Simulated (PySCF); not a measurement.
# [TaO2(H2O)2]+: other functionals and bases at one geometry

Aim: see how levels, charges and forces of [TaO2(H2O)2]+ depend on the level of theory. It is a constructed species; whether it can be made isn't addressed.

The runs use PySCF 2.14.0; several levels, as the steps say, no spin–orbit coupling.

3 further runs of the same task are left out: 2 for a known fault of the program, 1 that didn't finish.

### Step 1. Starting geometry

9 atoms, charge 1, spin multiplicity 1.

Bond lengths: Ta1–O2 1.733 Å, Ta1–O3 1.733 Å, O4–H5 0.982 Å, O4–H6 0.982 Å, O7–H8 0.982 Å, O7–H9 0.982 Å. Angles: O2–Ta1–O3 103.5°, H5–O4–H6 103.6°, H8–O7–H9 103.6°.

Geometry (Å):

```xyz
9

Ta    0.20095    0.20095    0.00000
O     1.92181   -0.00256    0.00000
O    -0.00256    1.92181    0.00000
O    -2.21168   -0.11061    0.00000
H    -2.75899    0.15290    0.77143
H    -2.75899    0.15290   -0.77143
O    -0.11061   -2.21168    0.00000
H     0.15290   -2.75899    0.77143
H     0.15290   -2.75899   -0.77143
```

Formal oxidation states: Ta +5. An earlier session relaxed this geometry at BP86, Ta def2-SVP with ECP60, O def2-SVP, H def2-SVP (singlet, point group C2v). Its vibrations showed it to be a saddle point, relaxed within its symmetry.

At BP86 on the finer grid: E = -360.027601 Eh, HOMO -11.15 eV, LUMO -9.70 eV, Mulliken charge on Ta1 +1.00 e, largest force component 0.009 eV/Å. 

Levels to run: CAM-B3LYP; TPSS; revPBE; M06-L; BP86, TZVP; BP86, x2c-SVP. Hardware: 2 threads of Arm Neoverse V2, shared host.

### Step 2. CAM-B3LYP

File run.py (the lines that set the calculation):

```python
mol = gto.M(atom='''
Ta     0.20095     0.20095     0.00000
O      1.92181    -0.00256     0.00000
O     -0.00256     1.92181     0.00000
O     -2.21168    -0.11061     0.00000
H     -2.75899     0.15290     0.77143
H     -2.75899     0.15290    -0.77143
O     -0.11061    -2.21168     0.00000
H      0.15290    -2.75899     0.77143
H      0.15290    -2.75899    -0.77143''',
    basis={'Ta': 'def2-SVP', 'O': 'def2-SVP', 'H': 'def2-SVP'},
    ecp={'Ta': 'def2-SVP'},
    charge=1, spin=0)
mf = dft.RKS(mol, xc='CAMB3LYP')
mf.grids.atom_grid = (75, 302)
mf = mf.density_fit()  # fitting sets: Ta def2-universal-JKFIT, O def2-universal-JKFIT, H def2-universal-JKFIT
mf.conv_tol = 1e-08; mf.max_cycle = 55
mf.kernel(dm0)  # dm0: the density of the relaxed state
```

Started as:

```console
$ OMP_NUM_THREADS=2 python run.py
```

### Step 3. TPSS

Edit run.py (the lines that set the calculation) of step 2 so:

```diff
@@ -13,3 +13,3 @@
     charge=1, spin=0)
-mf = dft.RKS(mol, xc='CAMB3LYP')
+mf = dft.RKS(mol, xc='TPSS')
 mf.grids.atom_grid = (75, 302)
```

### Step 4. revPBE

Edit run.py (the lines that set the calculation) of step 3 so:

```diff
@@ -13,3 +13,3 @@
     charge=1, spin=0)
-mf = dft.RKS(mol, xc='TPSS')
+mf = dft.RKS(mol, xc='PBE_R,PBE')
 mf.grids.atom_grid = (75, 302)
```

### Step 5. M06-L

Edit run.py (the lines that set the calculation) of step 4 so:

```diff
@@ -13,3 +13,3 @@
     charge=1, spin=0)
-mf = dft.RKS(mol, xc='PBE_R,PBE')
+mf = dft.RKS(mol, xc='M06L')
 mf.grids.atom_grid = (75, 302)
```

### Step 6. BP86, TZVP

Basis: Ta def2-TZVP with ECP60, O def2-TZVP, H def2-TZVP. 

Edit run.py (the lines that set the calculation) of step 5 so:

```diff
@@ -10,6 +10,6 @@
 H      0.15290    -2.75899    -0.77143''',
-    basis={'Ta': 'def2-SVP', 'O': 'def2-SVP', 'H': 'def2-SVP'},
-    ecp={'Ta': 'def2-SVP'},
+    basis={'Ta': 'def2-TZVP', 'O': 'def2-TZVP', 'H': 'def2-TZVP'},
+    ecp={'Ta': 'def2-TZVP'},
     charge=1, spin=0)
-mf = dft.RKS(mol, xc='M06L')
+mf = dft.RKS(mol, xc='B88,P86')
 mf.grids.atom_grid = (75, 302)
@@ -17,2 +17,2 @@
 mf.conv_tol = 1e-08; mf.max_cycle = 55
-mf.kernel(dm0)  # dm0: the density of the relaxed state
+mf.kernel(dm0)  # dm0: free metal ions and neutral atoms
```

### Step 7. BP86, x2c-SVP

Basis: Ta x2c-SVPall, O x2c-SVPall, H x2c-SVPall. All electrons are treated, with the spin-free X2C Hamiltonian.

File run.py (the lines that set the calculation):

```python
mol = gto.M(atom='''
Ta     0.20095     0.20095     0.00000
O      1.92181    -0.00256     0.00000
O     -0.00256     1.92181     0.00000
O     -2.21168    -0.11061     0.00000
H     -2.75899     0.15290     0.77143
H     -2.75899     0.15290    -0.77143
O     -0.11061    -2.21168     0.00000
H      0.15290    -2.75899     0.77143
H      0.15290    -2.75899    -0.77143''',
    basis={'Ta': 'x2c-SVPall', 'O': 'x2c-SVPall', 'H': 'x2c-SVPall'},
    nucmod='G',
    charge=1, spin=0)
mf = dft.RKS(mol, xc='B88,P86')
mf.grids.atom_grid = (99, 590)
mf = mf.density_fit()  # fitting sets: Ta AutoAux, O AutoAux, H AutoAux
mf = mf.sfx2c1e()
mf.conv_tol = 1e-08; mf.max_cycle = 55
mf.kernel(dm0)  # dm0: free metal ions and neutral atoms
```

**Question.** What will these runs give? Wanted: for each run, HOMO; gap; charge on Ta1; dipole; largest force.

As calculated:

| level | state | HOMO (eV) | gap (eV) | charge on Ta1 (e) | dipole (D) | largest force (eV/Å) | basis functions | time |
| --- | --- | --- | --- | --- | --- | --- | --- | --- |
| BP86 (relaxed here) | singlet | -11.15 | 1.45 | 1.00 | 9.57 | 0.01 | 108 | 14 s |
| CAM-B3LYP | singlet | -13.98 | 6.04 | 1.11 | 10.19 | 1.24 | 108 | 6.7 s |
| TPSS | singlet | -11.11 | 1.65 | 1.09 | 9.70 | 0.07 | 108 | 8.8 s |
| revPBE | singlet | -10.99 | 1.45 | 1.01 | 9.51 | 0.20 | 108 | 5.5 s |
| M06-L | singlet | -11.32 | 2.39 | 1.31 | 9.74 | 0.62 | 108 | 9 s |
| BP86, TZVP | singlet | -11.16 | 1.48 | 1.43 | 9.62 | 0.31 | 188 | 14 s |
| BP86, x2c-SVP | singlet | -11.35 | 1.36 | 0.95 | 9.67 | 0.73 | 142 | 33 s |

Times are on 2 threads of Arm Neoverse V2, shared host; the first row also made further properties. The dipole of a charged species depends on the origin, so these sizes hold for this origin alone.

In one basis the HOMO–LUMO gap runs from 1.45 eV (revPBE) to 6.04 eV (CAM-B3LYP). The largest leftover force, 1.24 eV/Å with CAM-B3LYP, stands at a geometry relaxed at another level. The Mulliken charge on Ta spans +0.95 to +1.43 e over the levels. Total energies of different levels can't be compared. Spin–orbit coupling is left out throughout.
